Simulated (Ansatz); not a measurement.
# AgB2: a single-point run

Aim: a sound single-point run of AgB2. The structure is shown as the input types it.

Program: Ansatz 0.2.0. Level of theory: DFT, PBE, all-electron LAPW, scalar-relativistic. These are calculated values, not measurements.

## (1) The system as given

The structure is hexagonal, space group P6/mmm (No. 191). Conventional cell: a = 3.000 Å, b = 3.000 Å, c = 3.240 Å, α = 90.00°, β = 90.00°, γ = 120.00°. Ag (site symmetry 6/mmm) is surrounded by 12 B at 2.37 Å. Around B (site symmetry -6m2) lie 3 B at 1.73 Å and 6 Ag at 2.37 Å.

As a file:

```
Ag B
1.0
     3.00000    0.00000    0.00000
    -1.50000    2.59808    0.00000
     0.00000    0.00000    3.24000
Ag B
1 2
Direct
  0.00000 0.00000 0.00000
  0.33333 0.66667 0.50000
  0.66667 0.33333 0.50000
```

## (2) Input and run

Contents of input.yaml:

```yaml
crystal:
  lattice:
    - [3.0000016405, 0.0, 0.0]
    - [-1.5000008203, 2.5980776321, 0.0]
    - [0.0, 0.0, 3.24]
  atoms:
    - { symbol: Ag, position: [0.0, 0.0, 0.0] }
    - { symbol: B, position: [0.3333333333, 0.6666666667, 0.5] }
    - { symbol: B, position: [0.6666666667, 0.3333333333, 0.5] }
kpoints:
  mp_grid: { grid: [16, 16, 13] }
  band_path:
    path:
      - [0.0, 0.0, 0.0]
      - [0.5, 0.0, 0.0]
      - [0.3333333333, 0.3333333333, 0.0]
      - [0.0, 0.0, 0.0]
      - [0.0, 0.0, 0.5]
      - [0.5, 0.0, 0.5]
      - [0.3333333333, 0.3333333333, 0.5]
      - [0.0, 0.0, 0.5]
      - [0.5, 0.0, 0.5]
    npoints: 14
scf:
  occupations: { method: fermi_dirac, width: 0.05 }
  mixing: { algorithm: anderson, beta: 0.005, ndim: 1 }
  max_iter: 60
hamiltonian:
  xc: pbe
  pseudopotentials: { kind: all_electron, lapw: { basis_error: 0.001 } }
output:
  forces: true
  stress: true
  eigenvalues: true
  populations: true
```

Started as:

```console
$ ansatz run input.yaml --threads 1 --pin off --max-ram 3072MiB --backend cpu --events-out ev --progress --plain --runs-dir out
```

**Question.** How will this run end, and is anything wrong with its input?

The program finished normally. It gives a pressure of 54 GPa, which is large; a structure far from rest gives such values too, whatever the setting.

In the input, scf.mixing.algorithm is anderson; scf.mixing.beta is 0.005; scf.mixing.ndim is 1. What could go wrong: mixing too weak. The residual crept for many cycles and then fell at once, which so weak a step can't do by itself: the program changed its mixing. Several mixing settings were changed at once, so this run can't tell how much each is to blame.

Run again and compare: delete scf.mixing.algorithm, scf.mixing.beta and scf.mixing.ndim (the default then holds).
